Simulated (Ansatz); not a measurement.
## Nudged elastic band run: LiSi₁₆, charge +1

Input:

```yaml
crystal:
  lattice:
    - [0.0, 5.42712, 5.42712]
    - [5.42712, 0.0, 5.42712]
    - [5.42712, 5.42712, 0.0]
  atoms:
    - { symbol: Si, position: [0.37289187, 0.37270947, 0.38172761] }
    - { symbol: Si, position: [0.24826116, 0.24810891, 0.25187786] }
    - { symbol: Si, position: [0.37298614, 0.3727971, 0.87281401] }
    - { symbol: Si, position: [0.25089831, 0.24974103, 0.74983445] }
    - { symbol: Si, position: [0.37739884, 0.87421014, 0.37423424] }
    - { symbol: Si, position: [0.24823004, 0.75183776, 0.25187549] }
    - { symbol: Si, position: [0.37292077, 0.88162905, 0.8727527] }
    - { symbol: Si, position: [0.24827489, 0.7518403, 0.74813254] }
    - { symbol: Si, position: [0.87438626, 0.37754595, 0.37407058] }
    - { symbol: Si, position: [0.75230809, 0.24790411, 0.25190405] }
    - { symbol: Si, position: [0.88285052, 0.37238948, 0.87240325] }
    - { symbol: Si, position: [0.75231308, 0.2479461, 0.74795568] }
    - { symbol: Si, position: [0.87435906, 0.87402256, 0.37404513] }
    - { symbol: Si, position: [0.74990547, 0.75002735, 0.2500173] }
    - { symbol: Si, position: [0.87439861, 0.87405904, 0.87753404] }
    - { symbol: Si, position: [0.75230935, 0.75186796, 0.74792626] }
    - { symbol: Li, position: [0.50245573, 0.49927437, -0.00049891] }
total_charge: 1
basis:
  ecutwfc: 420.0
kpoints:
  mp_grid: { grid: [2, 2, 2] }
hamiltonian:
  xc: pbesol
scf:
  occupations: { method: gaussian, width: 0.05 }
  lower_state_search: "off"
neb:
  images: 7
  f_tol: 0.05
  initial_path: linear
  max_iterations: 19
  spring: 10.0
  final_atoms:
    - { symbol: Si, position: [0.37683138, 0.37311149, 0.37761073] }
    - { symbol: Si, position: [0.25214617, 0.2431398, 0.25299973] }
    - { symbol: Si, position: [0.37678513, 0.37306522, 0.87375636] }
    - { symbol: Si, position: [0.24743296, 0.25085304, 0.75146509] }
    - { symbol: Si, position: [0.37481597, 0.87504611, 0.37581646] }
    - { symbol: Si, position: [0.25218087, 0.7523767, 0.25301912] }
    - { symbol: Si, position: [0.37681497, 0.8769972, 0.87376797] }
    - { symbol: Si, position: [0.25211127, 0.75231206, 0.74389939] }
    - { symbol: Si, position: [0.87288545, 0.37309518, 0.37759671] }
    - { symbol: Si, position: [0.75068371, 0.25087004, 0.24817159] }
    - { symbol: Si, position: [0.87486304, 0.37503535, 0.87560297] }
    - { symbol: Si, position: [0.7506434, 0.25083479, 0.75145314] }
    - { symbol: Si, position: [0.87291188, 0.87701812, 0.37761444] }
    - { symbol: Si, position: [0.7429124, 0.75235502, 0.25300607] }
    - { symbol: Si, position: [0.87286078, 0.87697675, 0.87375996] }
    - { symbol: Si, position: [0.75067005, 0.74760523, 0.75146768] }
    - { symbol: Li, position: [0.12481133, 0.62505123, 0.12584841] }
  order_check: false
```

Launched with:

```bash
$ ansatz run input.yaml --threads 1 --pin off --max-ram 3072MiB --backend cpu --events-out ev --progress --plain --runs-dir out
```

Output, in part (warnings, iteration lines):

```
NEB end point (image 0): max|allowed force component| = 2.521e-2 eV/Å (the criterion of neb.relax_end_points is 1.000e-2)
NEB end point (image 8): max|allowed force component| = 1.294e-3 eV/Å (the criterion of neb.relax_end_points is 1.000e-2)
NEB iter   1: max|band force component| = 8.220e-1 eV/Å  barrier→ = 0.8175 eV  barrier← = 0.8178 eV  Δτ_max = 0.0907 Å  (57 SCF iters)
NEB iter   2: max|band force component| = 2.456e-1 eV/Å  barrier→ = 0.6380 eV  barrier← = 0.6383 eV  CI = image 4  Δτ_max = 0.1005 Å  (42 SCF iters)
NEB iter   3: max|band force component| = 7.156e-2 eV/Å  barrier→ = 0.5870 eV  barrier← = 0.5873 eV  CI = image 4  Δτ_max = 0.0162 Å  (42 SCF iters)
NEB iter   4: max|band force component| = 2.564e-2 eV/Å  barrier→ = 0.5854 eV  barrier← = 0.5857 eV  CI = image 4  Δτ_max = 0.0000 Å  (35 SCF iters)
```

It converged. The order of the stationary point at the top wasn't checked. Limits of this set-up: charged cell in a uniform background, uncorrected.

Final band (atoms are numbered from 1 in the order of the input):

```json
{"image": "0", "path coordinate (Å)": "0.00", "energy (eV)": "0.00", "Si10–Li17 (Å)": "2.73", "Si11–Li17 (Å)": "2.38", "Si12–Li17 (Å)": "2.73"}
{"image": "1", "path coordinate (Å)": "0.33", "energy (eV)": "0.05", "Si10–Li17 (Å)": "2.85", "Si11–Li17 (Å)": "2.47", "Si12–Li17 (Å)": "2.85"}
{"image": "2", "path coordinate (Å)": "0.66", "energy (eV)": "0.23", "Si10–Li17 (Å)": "3.04", "Si11–Li17 (Å)": "2.70", "Si12–Li17 (Å)": "3.04"}
{"image": "3", "path coordinate (Å)": "0.99", "energy (eV)": "0.47", "Si10–Li17 (Å)": "3.27", "Si11–Li17 (Å)": "3.02", "Si12–Li17 (Å)": "3.27"}
{"image": "4", "path coordinate (Å)": "1.32", "energy (eV)": "0.59", "Si10–Li17 (Å)": "3.52", "Si11–Li17 (Å)": "3.34", "Si12–Li17 (Å)": "3.52"}
{"image": "5", "path coordinate (Å)": "1.65", "energy (eV)": "0.47", "Si10–Li17 (Å)": "3.78", "Si11–Li17 (Å)": "3.68", "Si12–Li17 (Å)": "3.78"}
{"image": "6", "path coordinate (Å)": "1.98", "energy (eV)": "0.24", "Si10–Li17 (Å)": "4.05", "Si11–Li17 (Å)": "4.03", "Si12–Li17 (Å)": "4.05"}
{"image": "7", "path coordinate (Å)": "2.31", "energy (eV)": "0.05", "Si10–Li17 (Å)": "4.31", "Si11–Li17 (Å)": "4.39", "Si12–Li17 (Å)": "4.31"}
{"image": "8", "path coordinate (Å)": "2.64", "energy (eV)": "0.00", "Si10–Li17 (Å)": "4.50", "Si11–Li17 (Å)": "4.70", "Si12–Li17 (Å)": "4.50"}
```

Time of the run: 2.7 min on 1 thread of Arm Neoverse V2, on a shared host, peak memory 0.9 GiB.
